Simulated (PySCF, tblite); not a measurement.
# C₇H₈BFO: geometry, infrared bands and NMR shifts

What infrared bands and NMR shifts should C₇H₈BFO (`C=CCc1ccoc1BF`) show?

Programs: tblite 0.8.0 and PySCF 2.14.0, with density-fitted response routines of our own. Each step states its level of theory. These are calculated values for one molecule in the gas phase, unless marked as measured. Atoms are numbered from 0 throughout.

## (1) The starting structure

18 atoms, charge 0, multiplicity 1; geometry from: force field or distance geometry start.

Bonds of the start (Å): C0–C1 1.35, C1–C2 1.49, C2–C3 1.50, C3–C4 1.39, C4–C5 1.38, C5–O6 1.32, O6–C7 1.31, C7–B8 1.56, B8–F9 1.45, C7–C3 1.38, C0–H10 1.09, C0–H11 1.08, C1–H12 1.08, C2–H13 1.11, C2–H14 1.12, C4–H15 1.08, C5–H16 1.08, B8–H17 1.18.

## (2) Optimising the geometry with GFN2-xTB

Job settings and geometry (Å):

```
{"job": {"kind": "relax", "xc": "GFN2-xTB", "basis": "xTB"}, "charge": 0, "multiplicity": 1}
C      2.486900    -0.607200     0.391600
C      1.861000     0.233900    -0.463200
C      0.645200    -0.184000    -1.209500
C     -0.542800    -0.301200    -0.298900
C     -1.052000    -1.489200     0.222200
C     -2.092000    -1.121300     1.046800
O     -2.203300     0.191700     1.062500
C     -1.284400     0.713200     0.283000
B     -1.109800     2.244800     0.060600
F     -1.990100     3.176700     0.744200
H      2.095800    -1.609600     0.558500
H      3.364300    -0.285400     0.925400
H      2.268000     1.226000    -0.595600
H      0.825000    -1.143300    -1.741000
H      0.408000     0.592600    -1.984600
H     -0.709000    -2.490800     0.019600
H     -2.713700    -1.793300     1.617400
H     -0.266100     2.653000    -0.650700
```

Started as:

```bash
$ OMP_NUM_THREADS=1 python probes_run.py task.json out
```

One launch serves the whole session: the jobs run in the order shown.

**Question.** This job is followed by: GFN2-xTB harmonic vibrations, gas phase; GIAO PBE0/pcSseg-1 NMR shielding, non-relativistic, gas phase. What will the session give for the following? strongest single infrared mode (GFN2-xTB); zero-point energy (GFN2-xTB); 13C shifts against TMS (PBE0/pcSseg-1); 1H shifts against TMS (PBE0/pcSseg-1, means over atoms taken as alike); 17O shifts against H2O (PBE0/pcSseg-1); 11B shifts against BF3·OEt2 (PBE0/pcSseg-1); 19F shifts against CFCl3 (PBE0/pcSseg-1); surface potential, 1st and 99th percentile.

As calculated:

```
                                                              quantity                                               value
                             strongest single infrared mode (GFN2-xTB)                               1300 cm⁻¹, 408 km/mol
                                          zero-point energy (GFN2-xTB)                                       83.8 kcal/mol
                                13C shifts against TMS (PBE0/pcSseg-1)  159.2, 158.8, 155.7, 150.7, 120.4, 120.1, 37.1 ppm
1H shifts against TMS (PBE0/pcSseg-1, means over atoms taken as alike)        7.75, 6.61, 6.10, 5.44, 5.42, 5.21, 3.62 ppm
                                17O shifts against H2O (PBE0/pcSseg-1)                                           318.3 ppm
                           11B shifts against BF3·OEt2 (PBE0/pcSseg-1)                                            37.7 ppm
                              19F shifts against CFCl3 (PBE0/pcSseg-1)                                           -55.6 ppm
                                 surface potential, 1st and 99th percentile                                  -1.07 V and 1.24 V
```

The optimisation took 99 steps and gained 0.512 eV; among the close pairs (by a distance rule), B8–F9 changed most, from 1.453 to 1.321 Å. No mode is imaginary among the 48: a minimum at this level. The strongest single mode, at 1300 cm⁻¹, has its largest shares on B8, C3, F9 and C7 (the list is cut at 4 atoms). Unscaled tight-binding wavenumbers are off by several per cent, some by more. Its intensities can rank the bands wrongly. At PBE0/pcSseg-1: The largest span, 481 ppm, is at F9, where the paramagnetic term is -237 ppm. NICS(1)zz of -26 ppm above the planar ring from C3 marks a diatropic (aromatic) ring current. By nearest atom (PBE0/pcSseg-1), the HOMO sits on C7 36 %; C5 23 % and the LUMO on B8 29 %; C3, C5 about 14 % each.
